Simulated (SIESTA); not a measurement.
Crystal: Ti2B.

```
Ti B
1.0
    -2.82907    2.82907    2.36827
     2.82907   -2.82907    2.36827
     2.82907    2.82907   -2.36827
Ti B
4 2
Direct
  0.16440 0.33560 0.50000
  0.83560 0.66440 0.50000
  0.33560 0.83560 0.17120
  0.66440 0.16440 0.82880
  0.25000 0.25000 0.00000
  0.75000 0.75000 0.00000
```

The cell comes from a database or a generator and needn't be the stable form of this composition.

| Item | Value |
| --- | --- |
| Program | SIESTA 5.4.2 |
| Task | single point |
| Functional | PBE |
| Potentials or basis | PseudoDojo 0.4 standard (PBE files) |
| Basis | DZP (energy shift 0.003 Ry; two zetas on semicore shells) |
| Grid cutoff | 800 Ry |
| Energy shift | 0.003 Ry |
| k mesh | 7 × 7 × 7 |
| Occupations | fermi-dirac, width 0.05 eV |
| Spin | no spin polarisation |

On this cell: pressure 1.8 GPa; largest force 0.037 eV/Å; band gap on the k mesh none (metal or under the smearing width).

The same run follows on a disturbed copy (atoms moved at random, drawn with an rms of 0.05 Å):

```
Ti B
1.0
    -2.82907    2.82907    2.36827
     2.82907   -2.82907    2.36827
     2.82907    2.82907   -2.36827
Ti B
4 2
Direct
  0.14817 0.32525 0.50197
  0.82852 0.65052 0.49905
  0.33431 0.82476 0.16499
  0.66358 0.16634 0.83366
  0.24874 0.24725 0.99430
  0.74978 0.74750 0.98854
```

Task: What changes?

Result: The energy (extrapolated to zero smearing) moves by +8.4 meV/atom; pressure 1.9 GPa; largest force 0.613 eV/Å; band gap on the k mesh none (metal or under the smearing width).

Forces on the atoms (eV/Å):
```
Ti  -0.499  0.095  0.343
Ti   0.110 -0.313  0.201
Ti   0.344 -0.087  0.064
Ti  -0.290 -0.075 -0.004
B    0.079  0.150 -0.485
B    0.256  0.231 -0.117
```

Stress tensor (GPa, compression positive):
```
 2.23  0.13  0.06
 0.13  1.88 -0.17
 0.06 -0.17  1.66
```

Caveats: the basis of atomic orbitals isn't converged, which shifts pressures, moduli and gaps.
